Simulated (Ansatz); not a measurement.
**U-revPBE/3-21G run of SiH (SMILES [SiH])**

What is the electronic atomisation energy of SiH at U-revPBE/3-21G? 

The calculation is run with Ansatz 0.2.0.

66 further runs of the same task are left out: 2 that didn't finish, 64 set aside as unsound or not needed.

## (1) The system as given

SiH: 2 atoms, total charge 0, spin state doublet. SMILES: `[SiH]`. The coordinates come from a GFN2-xTB relaxation.

Bond lengths: Si1–H2 1.517 Å.

## (2) The energy at U-revPBE/3-21G

Contents of input.yaml:

```yaml
crystal:
  periodic: [false, false, false]
  atoms:
    - {symbol: Si, position_ang: [0.000000, 0.000000, 0.000000]}
    - {symbol: H, position_ang: [0.000000, 0.000000, 1.516560]}
basis:
  gaussian: {orbitals: 3-21G.json}
magnetization: {spin_polarized: true, initial_magnetization: 1}
hamiltonian: {xc: {name: revPBE}}
accuracy: high
```

The basis set 3-21G is read from a file made from the Basis Set Exchange's data (not shown).

The run is started by

```sh
$ ansatz run input.yaml --threads 1 --pin off --max-ram 2610MiB --events-out events.jsonl --progress --plain --runs-dir runs
```

Output:

```text
Warning: RAYON_NUM_THREADS=1 ignored (pool sized by the plan → 1); use --threads N
Functional definition: revPBE
  name "revPBE"
  parameter kappa = 1.245
  parameter beta = 0.06672455060314922
  exchange = pbe_x(kappa = kappa, mu = beta*pi^2/3)
  correlation = pbe_c(beta = beta)
284 factors; integrals over basis functions are off by at most 2.9e-9 eV
mean field evaluation 1: about -7847.3293 eV, gradient 4.1e0 eV
mean field evaluation 2: about -7847.4241 eV, gradient 2.3e0 eV
mean field evaluation 4: about -7847.4764 eV, gradient 5.4e-2 eV
mean field evaluation 8: about -7847.4724 eV, gradient 3.6e-4 eV
mean field evaluation 16: about -7847.4730 eV, gradient 3.7e-1 eV
mean field evaluation 32: about -7847.4734 eV, gradient 2.8e-4 eV
mean field -7847.47243335 eV, -288.3892927179 hartree, gradient 1.8e-8 eV, S^2 0.750921; 2 other end points of the search recorded, 0 dependent functions left out
reference -7847.47243598 eV, -288.3892928143 hartree; 8, 7 occupied and 7, 8 virtual orbitals, 284 factors
Total energy: -7847.47243598 eV, -288.3892928143 hartree
```

Wall time 0.85 s (1 thread of Arm Neoverse V2, shared host).

## (3) The H atom

Contents of run.yaml:

```yaml
crystal:
  periodic: [false, false, false]
  atoms:
    - {symbol: H, position_ang: [0.000000, 0.000000, 0.000000]}
basis:
  gaussian:
    orbitals: 3-21G.json
magnetization:
  spin_polarized: true
  initial_magnetization: 1
hamiltonian:
  xc: {name: revPBE}
accuracy: high
```

The basis set 3-21G is read from a file made from the Basis Set Exchange's data (not shown).

Run the same way, it converges to -0.49896 Eh (log not shown).

## (4) The Si atom

Contents of job.yaml:

```yaml
crystal:
  periodic: [false, false, false]
  atoms:
    - {symbol: Si, position_ang: [0.000000, 0.000000, 0.000000]}
basis:
  gaussian: {orbitals: 3-21G.json}
magnetization: {spin_polarized: true, initial_magnetization: 2}
hamiltonian: {xc: {name: revPBE}}
accuracy: high
```

The basis set 3-21G is read from a file made from the Basis Set Exchange's data (not shown).

Run the same way, it converges to -287.78619 Eh (log not shown).

## (5) Summary of results

Level: U-revPBE/3-21G.

| quantity | value |
| --- | --- |
| molecule: total energy | -288.38929 Eh |
| molecule: ⟨S²⟩ | 0.751 |
| H atom: total energy | -0.49896 Eh |
| H atom: ⟨S²⟩ | 0.750 |
| Si atom: total energy | -287.78619 Eh |
| Si atom: ⟨S²⟩ | 2.000 |
| electronic atomisation energy | 2.834 eV |

What this shows: Taking the molecule apart into free atoms costs 2.83 eV (65 kcal/mol), before zero-point energy and without spin-orbit coupling. The basis has no polarisation functions, which makes bonds too weak.
